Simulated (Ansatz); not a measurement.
The system is Sn3Se.

```xyz
4
Lattice="4.7419 0.0000 0.0000 0.0000 4.7419 0.0000 0.0000 0.0000 4.7419" Properties=species:S:1:pos:R:3 pbc="T T T"
Sn    2.3709    2.3709    0.0000
Sn    2.3709    0.0000    2.3709
Sn    0.0000    2.3709    2.3709
Se    0.0000    0.0000    0.0000
```

The cell comes from a database or a generator and needn't be the stable form of this composition.

Base run:

- Program: Ansatz 0.2.0
- Functional: LDA
- Potentials or basis: Ansatz PAW
- Cutoff: 420 eV
- Density cutoff: 1680 eV
- k mesh: 6 × 6 × 6
- Occupations: fermi-dirac, width 0.05 eV
- Spin: no spin polarisation

Its results: band gap on the k mesh none (metal or under the smearing width); pressure -3.9 GPa.

**Question.** After a change of settings the same cell gave: band gap on the k mesh none (metal or under the smearing width); pressure -2.6 GPa. Which change was it?
A. functional from LDA to r2SCAN; cutoff from 420 eV to 500 eV; density cutoff from 1680 eV to 2000 eV
B. functional from LDA to PBE
C. functional from LDA to PBEsol; spin from no spin polarisation to spin-orbit coupling, no magnetisation; potential files from those of the base run to others of the same set

**Answer.** C.

Caveats: the PAW data sets come from PBE, with cores solved anew for the run's functional, which leaves a small shift of forces and pressure.

Not every run made on this cell is shown here.
